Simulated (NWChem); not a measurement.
# the pair SiH3Cl···SiCl2: a chain of runs

Wanted: the energy (singlet Si2H3Cl3, r2SCAN/def2-SVP), then a single-point energy (singlet SiH3Cl, r2SCAN/def2-SVP), then the energy (singlet SiCl2, r2SCAN/def2-SVP), then a single-point energy (singlet SiH3Cl, r2SCAN/def2-SVP), then a single-point energy (singlet SiCl2, r2SCAN/def2-SVP) of Cl3H3Si2 and its partners. 

Program for the calculation: NWChem 7.3.0.

**1. Starting point**

Si2H3Cl3 has 8 atoms, charge 0, and is taken as a singlet. The two molecules were placed rigidly side by side, at 0.8 times their contact distance; the pair isn't optimised.

Bond lengths: Si1–Cl2 2.054 Å, Cl6–Si7 2.077 Å, Si7–Cl8 2.077 Å, Si1–H3 1.481 Å, Si1–H4 1.481 Å, Si1–H5 1.481 Å. Angles: Cl6–Si7–Cl8 101.3°, Cl2–Si1–H3 108.5°, Cl2–Si1–H4 108.5°, Cl2–Si1–H5 108.5°, H3–Si1–H4 110.4°, H3–Si1–H5 110.4°, H4–Si1–H5 110.4°.

**2. The energy at r2SCAN/def2-SVP (run 1)**

test.nw reads:

```
start test
title "Cl3H3Si2 energy"
memory stack 880 mb heap 220 mb global 1100 mb
geometry noautosym nocenter noautoz
 Si      -0.121980       0.033300      -0.022600
 Cl       1.828320      -0.498800       0.338200
 H       -0.960880      -0.473600       1.087400
 H       -0.544680      -0.571000      -1.306600
 H       -0.200780       1.510100      -0.096400
 Cl      -1.595120      -0.321450      -5.591040
 Si      -0.934350       0.977300      -4.110570
 Cl      -2.230330       0.513470      -2.554700
end
basis spherical bse
 Si library def2-SVP
 Cl library def2-SVP
 H library def2-SVP
end
dft
 xc r2scan
 grid fine
 convergence energy 1e-08
 maxiter 100
 mulliken
 noprint "final vectors analysis"
end
task dft energy
```

On the command line:

```bash
$ nwchem test.nw > test.out
```

Standard output:

```text
[...]
          Wavefunction type:  closed shell.
          No. of atoms     :     8
          No. of electrons :    82
[...]
          Charge           :     0
          Spin multiplicity:     1
[...]
          AO basis - number of functions:   105
[...]
              XC Information
              --------------
                      r^2SCAN Method XC Functional
               r^2SCAN metaGGA Exchange Functional  1.000
                     r^2SCAN Correlation Potential  1.000
[...]
 d= 0,ls=0.0,diis     1  -1960.6411782308 -2.39D+03  1.43D-02  5.65D-01     4.2
[...]
 d= 0,ls=0.0,diis    10  -1960.7163258209 -1.27D-09  3.29D-07  5.55D-10    30.6
         Total DFT energy =    -1960.716325820894
      One electron energy =    -3574.524717301949
           Coulomb energy =     1307.600039199142
    Exchange-Corr. energy =     -127.574888268508
 Nuclear repulsion energy =      433.783240550421
[...]
      Total Density - Mulliken Population Analysis
     ---------------------------------------------
    Atom       Charge   Shell Charges
 -----------   ------   -------------------------------------------------------
    1 Si  14    13.52   2.00  1.98  1.05  0.15  5.93  1.27  0.92  0.22
    2 Cl  17    17.28   2.00  1.99  1.23  0.73  5.93  2.15  3.23  0.02
    3 H    1     1.07   0.74  0.31  0.01
    4 H    1     1.09   0.75  0.33  0.01
    5 H    1     1.07   0.74  0.31  0.01
    6 Cl  17    17.23   2.00  1.99  1.25  0.72  5.93  2.14  3.19  0.02
    7 Si  14    13.50   2.00  1.99  1.36  0.48  5.92  0.88  0.68  0.20
    8 Cl  17    17.24   2.00  1.99  1.25  0.72  5.93  2.14  3.19  0.02
[...]
```

Run time: 31 s. Hardware: 1 thread of Intel Xeon Platinum 8259CL at 2.50GHz (Skylake/Cascade Lake), shared host; peak memory 0.12 GiB.

**3. SiH3Cl: the energy at r2SCAN/def2-SVP (run 2)**

clh3si.nw reads:

```
start clh3si
title "ClH3Si"
memory total 2200 mb
charge 0

geometry units angstrom noautosym nocenter noautoz
  Si    -0.121980     0.033300    -0.022600
  Cl     1.828320    -0.498800     0.338200
  H     -0.960880    -0.473600     1.087400
  H     -0.544680    -0.571000    -1.306600
  H     -0.200780     1.510100    -0.096400
end

basis spherical bse
  * library def2-SVP
end

dft
  xc r2scan
  mult 1
  grid fine
  convergence energy 1e-08
  maxiter 100
  mulliken
  noprint "final vectors analysis"
end

task dft energy
```

On the command line:

```bash
$ nwchem clh3si.nw > clh3si.out
```

Standard output:

```text
[...]
          Wavefunction type:  closed shell.
          No. of atoms     :     5
          No. of electrons :    34
[...]
          Charge           :     0
          Spin multiplicity:     1
[...]
          AO basis - number of functions:    51
[...]
              XC Information
              --------------
                      r^2SCAN Method XC Functional
               r^2SCAN metaGGA Exchange Functional  1.000
                     r^2SCAN Correlation Potential  1.000
[...]
 d= 0,ls=0.0,diis     1   -751.2085313934 -8.38D+02  1.43D-02  2.01D-01     1.0
[...]
 d= 0,ls=0.0,diis     8   -751.2337587283 -3.44D-10  1.21D-06  2.94D-09     6.5
         Total DFT energy =     -751.233758728347
      One electron energy =    -1209.812609325439
           Coulomb energy =      422.478568728333
    Exchange-Corr. energy =      -50.236942601491
 Nuclear repulsion energy =       86.337224470250
[...]
      Total Density - Mulliken Population Analysis
     ---------------------------------------------
    Atom       Charge   Shell Charges
 -----------   ------   -------------------------------------------------------
    1 Si  14    13.50   2.00  1.98  1.05  0.15  5.93  1.27  0.90  0.22
    2 Cl  17    17.28   2.00  1.99  1.24  0.73  5.93  2.15  3.23  0.02
    3 H    1     1.07   0.75  0.32  0.01
    4 H    1     1.07   0.75  0.32  0.01
    5 H    1     1.07   0.75  0.32  0.01
[...]
```

Run time: 7.2 s. Hardware: 1 thread of Intel Xeon Platinum 8259CL at 2.50GHz (Skylake/Cascade Lake), shared host; peak memory 0.11 GiB.

**4. SiCl2: the energy at r2SCAN/def2-SVP (run 3)**

job.nw reads:

```
start job
title "Cl2Si"
memory stack 880 mb heap 220 mb global 1100 mb
charge 0

geometry noautosym nocenter noautoz
   Cl    -1.595120    -0.321450    -5.591040
   Si    -0.934350     0.977300    -4.110570
   Cl    -2.230330     0.513470    -2.554700
end

basis "ao basis" spherical bse
   * library def2-SVP
end

dft
   xc r2scan
   grid fine
   convergence energy 1e-08
   iterations 100
   mulliken
   noprint "final vectors analysis"
end

task dft energy
```

On the command line:

```bash
$ nwchem job.nw > job.out
```

Standard output:

```text
[...]
          Wavefunction type:  closed shell.
          No. of atoms     :     3
          No. of electrons :    48
[...]
          Charge           :     0
          Spin multiplicity:     1
[...]
          AO basis - number of functions:    54
[...]
              XC Information
              --------------
                      r^2SCAN Method XC Functional
               r^2SCAN metaGGA Exchange Functional  1.000
                     r^2SCAN Correlation Potential  1.000
[...]
 d= 0,ls=0.0,diis     1  -1209.4372112564 -1.38D+03  2.43D-02  3.74D-01     0.9
[...]
 d= 0,ls=0.0,diis     8  -1209.4895906990  1.19D-09  3.18D-06  2.87D-08     5.4
         Total DFT energy =    -1209.489590699028
      One electron energy =    -2007.808554655161
           Coulomb energy =      706.779483640810
    Exchange-Corr. energy =      -77.322242481053
 Nuclear repulsion energy =      168.861722796375
[...]
      Total Density - Mulliken Population Analysis
     ---------------------------------------------
    Atom       Charge   Shell Charges
 -----------   ------   -------------------------------------------------------
    1 Cl  17    17.24   2.00  1.99  1.25  0.72  5.93  2.14  3.20  0.02
    2 Si  14    13.52   2.00  1.99  1.35  0.48  5.92  0.89  0.69  0.20
    3 Cl  17    17.24   2.00  1.99  1.25  0.72  5.93  2.14  3.20  0.02
[...]
```

It took 6 s on 1 thread of Intel Xeon Platinum 8259CL at 2.50GHz (Skylake/Cascade Lake), shared host; peak memory 0.11 GiB.

**5. SiH3Cl among ghost functions: a single-point energy at r2SCAN/def2-SVP (with ghost functions) (run 4)**

a.nw reads:

```
start a
title "ClH3Si"
memory stack 880 mb heap 220 mb global 1100 mb

geometry units bohr noautosym nocenter noautoz
   Si  -0.23050879   0.06292788  -0.04270781
   Cl   3.45502407  -0.94259539   0.63910538
   H   -1.81580004  -0.89497429   2.05488819
   H   -1.02929603  -1.07903362  -2.46911615
   H   -0.37941921   2.85367542  -0.18216960
   bqCl    -3.014340    -0.607452   -10.565534
   bqSi    -1.765666     1.846829    -7.767852
   bqCl    -4.214713     0.970318    -4.827683
end

basis spherical bse
   Si library def2-SVP
   Cl library def2-SVP
   H library def2-SVP
   bqCl library Cl def2-SVP
   bqSi library Si def2-SVP
end

dft
   xc r2scan
   grid fine
   convergence energy 1e-08
   iterations 100
   mulliken
   print low
end

task dft energy
```

On the command line:

```bash
$ nwchem a.nw > a.out
```

Standard output:

```text
[...]
 d= 0,ls=0.0,diis     1   -751.2088332048 -8.38D+02  6.98D-03  2.02D-01     3.1
[...]
 d= 0,ls=0.0,diis     8   -751.2340623129 -3.50D-10  5.99D-07  3.02D-09    22.5
         Total DFT energy =     -751.234062312856
      One electron energy =    -1209.808094954551
           Coulomb energy =      422.472971728006
    Exchange-Corr. energy =      -50.236157338385
 Nuclear repulsion energy =       86.337218252074
[...]
      Total Density - Mulliken Population Analysis
     ---------------------------------------------
    Atom       Charge   Shell Charges
 -----------   ------   -------------------------------------------------------
    1 Si  14    13.51   2.00  1.98  1.05  0.15  5.93  1.27  0.91  0.22
    2 Cl  17    17.27   2.00  1.99  1.24  0.73  5.93  2.15  3.22  0.02
    3 H    1     1.07   0.75  0.32  0.01
    4 H    1     1.07   0.75  0.31  0.01
    5 H    1     1.07   0.75  0.32  0.01
    6 X    0    -0.00   0.00 -0.00 -0.00 -0.00 -0.00 -0.00 -0.00 -0.00
    7 X    0    -0.00   0.00  0.00  0.00  0.00 -0.00  0.00 -0.00 -0.00
    8 X    0     0.00   0.00  0.00 -0.00  0.00  0.00 -0.00  0.00  0.00
[...]
```

It took 23 s on 1 thread of Intel Xeon Platinum 8259CL at 2.50GHz (Skylake/Cascade Lake), shared host; peak memory 0.12 GiB.

**6. SiCl2 among ghost functions: a single-point energy at r2SCAN/def2-SVP (with ghost functions) (run 5)**

cl2si.nw reads:

```
start cl2si
memory 2200 mb
charge 0
geometry noautosym nocenter noautoz
   Cl    -1.595120    -0.321450    -5.591040
   Si    -0.934350     0.977300    -4.110570
   Cl    -2.230330     0.513470    -2.554700
   bqSi    -0.121980     0.033300    -0.022600
   bqCl     1.828320    -0.498800     0.338200
   bqH     -0.960880    -0.473600     1.087400
   bqH     -0.544680    -0.571000    -1.306600
   bqH     -0.200780     1.510100    -0.096400
end
basis spherical bse
   Cl library def2-SVP
   Si library def2-SVP
   bqSi library Si def2-SVP
   bqCl library Cl def2-SVP
   bqH library H def2-SVP
end
dft
   xc r2scan
   grid fine
   convergence energy 1e-08
   maxiter 100
   mulliken
   print low
end
task dft energy
```

On the command line:

```bash
$ nwchem cl2si.nw > cl2si.out
```

Standard output:

```text
[...]
 d= 0,ls=0.0,diis     1  -1209.4390405180 -1.38D+03  1.25D-02  3.74D-01     3.4
[...]
 d= 0,ls=0.0,diis    10  -1209.4912987248 -6.89D-10  1.51D-07  2.05D-10    28.9
         Total DFT energy =    -1209.491298724800
      One electron energy =    -2007.723773053423
           Coulomb energy =      706.686893277644
    Exchange-Corr. energy =      -77.316141745396
 Nuclear repulsion energy =      168.861722796375
[...]
      Total Density - Mulliken Population Analysis
     ---------------------------------------------
    Atom       Charge   Shell Charges
 -----------   ------   -------------------------------------------------------
    1 Cl  17    17.24   2.00  1.99  1.25  0.72  5.93  2.14  3.20  0.02
    2 Si  14    13.51   2.00  1.99  1.35  0.48  5.92  0.89  0.68  0.20
    3 Cl  17    17.22   2.00  1.99  1.25  0.72  5.93  2.14  3.18  0.02
    4 X    0     0.01  -0.00 -0.00 -0.00  0.00 -0.00  0.00  0.01  0.00
    5 X    0     0.00   0.00 -0.00 -0.00  0.00 -0.00 -0.00  0.00 -0.00
    6 X    0     0.00  -0.00  0.00 -0.00
    7 X    0     0.01  -0.00  0.01 -0.00
    8 X    0     0.00  -0.00  0.00  0.00
[...]
```

Wall time 30 s (1 thread of Intel Xeon Platinum 8259CL at 2.50GHz (Skylake/Cascade Lake), shared host); peak memory 0.12 GiB.

**7. Outcome**

| quantity | value |
| --- | --- |
| run 1, r2SCAN/def2-SVP: total energy | -1960.71633 Eh |
| run 1, r2SCAN/def2-SVP: dipole moment | 1.54 D |
| SiH3Cl: total energy | -751.23376 Eh |
| SiH3Cl: dipole moment | 1.35 D |
| SiCl2: total energy | -1209.48959 Eh |
| SiCl2: dipole moment | 0.73 D |
| SiH3Cl among ghost functions: total energy | -751.23406 Eh |
| SiCl2 among ghost functions: total energy | -1209.49130 Eh |
| interaction energy of the rigid parts SiH3Cl and SiCl2 (parts in their own basis; closest atoms 2.36 Å apart) | 0.191 eV |
| interaction energy of the rigid parts SiH3Cl and SiCl2 (parts in the whole basis, counterpoise; closest atoms 2.36 Å apart) | 0.246 eV |

In words: The interaction energy of the rigid parts SiH3Cl and SiCl2 (parts in their own basis; closest atoms 2.36 Å apart) is 0.19 eV (4.4 kcal/mol): the parts repel at this shape. Without counterpoise this holds the superposition error of the basis. The interaction energy of the rigid parts SiH3Cl and SiCl2 (parts in the whole basis, counterpoise; closest atoms 2.36 Å apart) is 0.25 eV (23.7 kJ/mol): the parts repel at this shape. The basis-set superposition error is 5.3 kJ/mol. Mulliken charges (run 1, r2SCAN/def2-SVP) run from -0.28 on Cl2 to +0.50 on Si7. Mulliken charges (SiCl2) run from -0.24 on Cl1 to +0.48 on Si2.
